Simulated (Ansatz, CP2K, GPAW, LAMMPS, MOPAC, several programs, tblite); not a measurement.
# Si: cheap methods against density-functional theory

Aim: run Si through methods of unlike cost and see what each gets, and at what price.

Program: LAMMPS, MOPAC, CP2K, tblite, GPAW, Ansatz (versions at each run). Level of theory: no spin polarisation, static lattice; gaps from single points on the cell relaxed beforehand with r²SCAN. These are calculated values, not measurements.

8 further runs of the same task are left out: 8 set aside as unsound or not needed.

## Step 1: The system as given

It takes space group Fd-3m (No. 227, cubic). The conventional cell has a = 5.444 Å, b = 5.444 Å, c = 5.444 Å, α = 90.00°, β = 90.00°, γ = 90.00°. Si (site symmetry -43m) has 4 Si at 2.36 Å as nearest neighbours.

Structure file:

```cif
data_structure
_symmetry_space_group_name_H-M 'P 1'
_symmetry_Int_Tables_number 1
_cell_length_a 3.8497
_cell_length_b 3.8497
_cell_length_c 3.8497
_cell_angle_alpha 60.000
_cell_angle_beta 60.000
_cell_angle_gamma 60.000
_cell_volume 40.34
loop_
_atom_site_label
_atom_site_type_symbol
_atom_site_fract_x
_atom_site_fract_y
_atom_site_fract_z
_atom_site_occupancy
Si1 Si 0.00000 0.00000 0.00000 1
Si2 Si 0.25000 0.25000 0.25000 1
```

The structure type (diamond) is imposed and need not be the compound's stable one.

**Question.** The methods are Si.edip, Si.sw, Si.tersoff, SiC_Erhart-Albe.tersoff, PM6, PM7, DFTB, GFN1-xTB (tblite), GFN2-xTB (tblite), PBE/DZVP, PBE/single-zeta, PBE/SZV, coarse PBE, GLLB-SC, PBE, r2SCAN. What gap does r2SCAN give on this cell, and which other methods (full PBE left aside) come nearest to r2SCAN and farthest in gap, volume and bulk modulus?

| quantity | value |
| --- | --- |
| r2SCAN | gap 0.77 eV, 20.17 Å³/atom, B₀ 97 GPa |
| gap: nearest and farthest of the other methods | PBE/DZVP (-0.13 eV), PM7 (+5.88 eV) |
| volume: nearest and farthest of the other methods | Si.edip, Si.sw, Si.tersoff, SiC_Erhart-Albe.tersoff (about 0.8 % off); PM7 (-10.2 %) |
| bulk modulus: nearest and farthest of the other methods | Si.tersoff, SiC_Erhart-Albe.tersoff (about 1 % off); PM7 (+94 %) |

What this shows: For the gap, of the 10 methods compared (full PBE left aside), PBE/DZVP comes nearest to r2SCAN and PM7 is farthest. For the volume (full PBE left aside), Si.edip, Si.sw, Si.tersoff, SiC_Erhart-Albe.tersoff tie for nearest to r2SCAN; PM7 is farthest. For the bulk modulus (full PBE left aside), Si.tersoff, SiC_Erhart-Albe.tersoff tie for nearest to r2SCAN; PM7 is farthest. Classical potentials are fitted to lattice constants of common crystals, so a close volume there is built in, not predicted. A minimal basis or a coarse cutoff and mesh shifts results by its own error, so closeness to r2SCAN can be chance. Cluster runs see only the k-points that fold onto the zone centre, so their gaps can miss the band edges. GLLB-SC is compared with its derivative discontinuity added. No volume is given for PM6, DFTB, PBE/single-zeta, which can hide a larger miss. CPU times run from 0.1 s (Si.sw) to 1.7 min (PM6). On this cell PM6, PM7, GFN1-xTB (tblite), GFN2-xTB (tblite), PBE/DZVP, PBE/single-zeta, PBE/SZV, GLLB-SC cost more than r2SCAN itself (2 s), so they are no saving here. A cluster method computes far more atoms than the primitive cell, so on a small crystal it can cost more than plane waves. r2SCAN is a yardstick, not the truth: it usually gives gaps below the measured ones. Against the measured gap of Si, 1.12 eV (indirect; 300 K; “Enhanced near-infrared absorber: two-step fabricated structured black silicon and its device application”, 2018, pmc:6179974), the calculated 0.77 eV is off by -0.35 eV. That value is r2SCAN's. Of all methods here GLLB-SC lies nearest to the measured gap (1.06 eV).
